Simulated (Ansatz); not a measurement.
# CeSi2Mo2C: the cost of one run

Computed with Ansatz 0.2.0 through its Python package. Level of theory: DFT LDA, plane waves, PAW.

## 1. The system

Symmetry: P4/mmm, No. 123, tetragonal system. The conventional cell has a = 4.218 Å, b = 4.218 Å, c = 5.363 Å, α = 90.00°, β = 90.00°, γ = 90.00°. Ce (site symmetry 4/mmm) is surrounded by 2 C at 2.68 Å. Si (site symmetry 4mm) is surrounded by 1 Si at 2.37 Å and 4 Mo at 2.59 Å. Mo (site symmetry mmm) has 2 C at 2.11 Å and 4 Si at 2.59 Å in its first shell of neighbours. C (site symmetry 4/mmm) is surrounded by 4 Mo at 2.11 Å and 2 Ce at 2.68 Å.

The script holds or builds the structure itself.

## 2. Script

The input, pdos_cesi2mo2c.py:

```python
"""Which atoms and shells make the states of CeSi2Mo2C."""

import logging
import sys

import ansatz
import numpy as np

logging.basicConfig(stream=sys.stdout, format="%(levelname)s:%(name)s:%(message)s")
log = logging.getLogger("ansatz_job")
log.setLevel(logging.INFO)

lattice = ansatz.Lattice.of(
    (4.217556, 0.0, 0.0),
    (0.0, 4.217556, 0.0),
    (0.0, 0.0, 5.36309),
)
sites = [
    ("Ce", (0.0, 0.0, 0.5)),
    ("Si", (0.5, 0.5, 0.721173)),
    ("Si", (0.5, 0.5, 0.278827)),
    ("Mo", (0.5, 0.0, 0.0)),
    ("Mo", (0.0, 0.5, 0.0)),
    ("C", (0.0, 0.0, 0.0)),
]
xtal = ansatz.Crystal(lattice=lattice)
for symbol, position in sites:
    xtal = xtal.atom(symbol, position)
xtal = xtal.moments(Ce=0.7)

model = (
    xtal.calculation()
    .functional(ansatz.Functional.LDA)
    .basis(630)
    .accuracy("low")
    .kpoints(mesh=(4, 4, 3))
    .occupations("Marzari-Vanderbilt", width=0.3)
    .spin(ansatz.SpinTreatment.COLLINEAR)
    .scf(tolerance=1e-06, lower_state_search="off")
    .scf(extra_bands=18)
    .density_of_states(projected=True, energy_step=0.05)
)
planned = model.session().plan(threads=1)
facts = planned.describe()
print("plan:", facts["n_bands"], "bands,", len(facts["kpoints_frac"]), "k-points, plane waves", facts["n_pw_range"], "grid", facts["fft_dense"])
out = planned.execute()
r = out.report

dos = out.density_of_states()
energy = np.asarray(dos.energies_ev) - dos.fermi_ev
curves = {}
for site in out.projected_density_of_states().sites:
    for shell in site.shells:
        weight = sum(np.sum(curve.g_bin_mean_per_ev, axis=0) for curve in shell.curves)
        name = f"{site.species} {shell.label}"
        curves[name] = curves.get(name, 0) + weight

step = energy[1] - energy[0]
windows = [(-6, -3), (-3, 0), (0, 6)]
print("states by shell in windows of E - E_F (eV):", windows)
for name, g in curves.items():
    print(f"{name:8s}", " ".join(f"{step * g[(energy >= a) & (energy < b)].sum():8.3f}" for a, b in windows))
filled = (energy < 0) & (energy > -6)
for name, g in curves.items():
    if g[filled].sum() * step > 0.5:
        log.info(f"centre of {name}: {np.average(energy[filled], weights=g[filled]):.2f} eV")
```

## 3. The input behind the calls

The package turns the script's settings into the engine's input:

```yaml
crystal:
  lattice:
    - [4.217556, 0.0, 0.0]
    - [0.0, 4.217556, 0.0]
    - [0.0, 0.0, 5.36309]
  atoms:
    - { symbol: Ce, position: [0.0, 0.0, 0.5] }
    - { symbol: Si, position: [0.5, 0.5, 0.721173] }
    - { symbol: Si, position: [0.5, 0.5, 0.278827] }
    - { symbol: Mo, position: [0.5, 0.0, 0.0] }
    - { symbol: Mo, position: [0.0, 0.5, 0.0] }
    - { symbol: C, position: [0.0, 0.0, 0.0] }
accuracy: low
basis:
  ecutwfc: 630.0
kpoints:
  mp_grid:
    grid: [4, 4, 3]
hamiltonian:
  xc: lda
magnetization:
  spin_polarized: true
  per_species:
    Ce: 0.7
scf:
  n_extra_bands: 18
  convergence:
    dr2_threshold: 1.0e-06
  lower_state_search: "off"
  occupations:
    method: cold
    width: 0.3
output:
  dos:
    de: 0.05
    projected: true
```

## 4. Running it

Run with:

```bash
$ python pdos_cesi2mo2c.py
```

Q: Estimate wall time and peak memory on 1 thread of AMD EPYC 9R45 (Zen 5), shared host.

About 6.9 s, with a peak of 0.61 GiB.
